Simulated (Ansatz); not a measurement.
# FH2SeSi radical: functionals against CCSD(T) at one geometry

One table from this session's results is given with a row withheld; the runs are named, their logs left out.

Computed with Ansatz 0.2.0, Gaussian basis. Level: single points in def2-TZVPP.

Correlated methods freeze the cores. Filled d shells of the heavier atoms are correlated. Orbitals are unrestricted.

**Starting geometry**

SMILES `F[SiH][SeH]`, 5 atoms, charge 0, spin multiplicity 2.

Atoms are counted from 1 here; the program's logs count them from 0.

Bond lengths: F1–Si2 1.690 Å, Si2–Se3 2.386 Å, Si2–H4 1.495 Å, Se3–H5 1.592 Å. Angles: F1–Si2–Se3 98.5°, F1–Si2–H4 96.7°, Se3–Si2–H4 103.8°, Si2–Se3–H5 96.7°.

As a file:

```xyz
5

F    -0.6093   -1.5096    1.2185
Si   -0.8837   -0.1160    0.3030
Se    1.3423    0.7433    0.2958
H    -1.0073   -0.7986   -1.0218
H     1.0961    1.8847   -0.7867
```

The first run:

Input file run/in.yaml:

```yaml
crystal:
  periodic: [false, false, false]
  atoms:
    - {symbol: F, position_ang: [-0.609300, -1.509600, 1.218500]}
    - {symbol: Si, position_ang: [-0.883700, -0.116000, 0.303000]}
    - {symbol: Se, position_ang: [1.342300, 0.743300, 0.295800]}
    - {symbol: H, position_ang: [-1.007300, -0.798600, -1.021800]}
    - {symbol: H, position_ang: [1.096100, 1.884700, -0.786700]}
basis:
  gaussian: {orbitals: def2-TZVPP}
magnetization: {spin_polarized: true, initial_magnetization: 1}
correlation: {method: ccsd_t}
scf: {omitted_lower_state_checks: [cluster_reference]}
```

No record of the launch command was kept for these runs.

Among the steps run: CCSD(T)/def2-TZVPP; PBE0-D4/def2-TZVPP; wB97M-V/def2-TZVPP; r2SCAN-D4/def2-TZVPP; PBE-D4/def2-TZVPP; CAM-B3LYP-D4/def2-TZVPP; BHLYP-D4/def2-TZVPP.

One table of the session follows, with a row left open; its other results are not shown here.

| method | RMS force component (eV/Å) | dipole (D) |
| --- | --- | --- |
| PBE0-D4 | 1.180 | 2.24 |
| wB97M-V | 1.171 | 2.28 |
| r2SCAN-D4 | 1.151 | 2.16 |
| PBE-D4 | 0.911 | 2.02 |
| CAM-B3LYP-D4 | ? | ? |
| BHLYP-D4 | 1.352 | 2.43 |

Estimate the missing values for CAM-B3LYP-D4.

**Answer.** RMS force component (eV/Å): 1.214; dipole (D): 2.32. In the column «RMS force component (eV/Å)» it lies between PBE0-D4 (1.180) and BHLYP-D4 (1.352).
